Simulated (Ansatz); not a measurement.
# Si: the cost of one run

Program: Ansatz 0.2.0. Level of theory: DFT r2SCAN, scalar-relativistic, plane waves, PAW. These are calculated values, not measurements.

6 further runs of the same task are left out: 1 for a known fault of the program, 2 that didn't finish, 3 set aside as unsound or not needed. Runs told in other sessions of the task aren't counted.

**1. Starting point**

The structure is hexagonal, space group P6/mmm (No. 191). Conventional cell: a = 2.629 Å, b = 2.629 Å, c = 2.494 Å, α = 90.00°, β = 90.00°, γ = 120.00°. Si (site symmetry 6/mmm) has 8 Si at 2.49 to 2.63 Å in its first shell of neighbours.

Coordinates:

```cif
data_structure
_symmetry_space_group_name_H-M 'P6/mmm'
_symmetry_Int_Tables_number 191
_cell_length_a 2.6290
_cell_length_b 2.6290
_cell_length_c 2.4938
_cell_angle_alpha 90.000
_cell_angle_beta 90.000
_cell_angle_gamma 120.000
_cell_volume 14.93
loop_
_atom_site_label
_atom_site_type_symbol
_atom_site_symmetry_multiplicity
_atom_site_Wyckoff_symbol
_atom_site_fract_x
_atom_site_fract_y
_atom_site_fract_z
_atom_site_occupancy
Si1 Si 1 a 0.00000 0.00000 0.00000 1
```

It goes back to an entry of the Materials Project, which need not be the stable form.

It is built from the cell relaxed beforehand with the same method (14.93 Å³/atom).

**2. The reference: the undisturbed cell on the scan's mesh**

Contents of input.yaml:

```yaml
crystal:
  lattice:
    - [1.3145004514, -2.2767815684, 0.0]
    - [0.0, 0.0, -2.4937990725]
    - [7.8870027083, 4.5535631369, 0.0]
  atoms:
    - { symbol: Si, position: [0.0, 0.0, 0.0] }
    - { symbol: Si, position: [0.5, 0.0, 0.25] }
    - { symbol: Si, position: [0.0, 0.0, 0.5] }
    - { symbol: Si, position: [0.5, 0.0, 0.75] }
basis:
  ecutwfc: 500
kpoints:
  mp_grid: { grid: [22, 23, 7] }
hamiltonian:
  xc: r2scan
scf:
  occupations: { method: gaussian, width: 0.15 }
output:
  forces: true
  stress: true
  eigenvalues: true
  write_density: true
  write_potential: true
  elf: true
  volumetric_format: npy
```

Started as:

```sh
> ansatz run input.yaml --threads 2 --pin off --max-ram 5120MiB --backend cpu --events-out ev --progress --plain --runs-dir out
```

What time and memory should one allow on 2 threads of AMD EPYC 9R45 (Zen 5), shared host?

About 17 s, with a peak of 0.96 GiB.
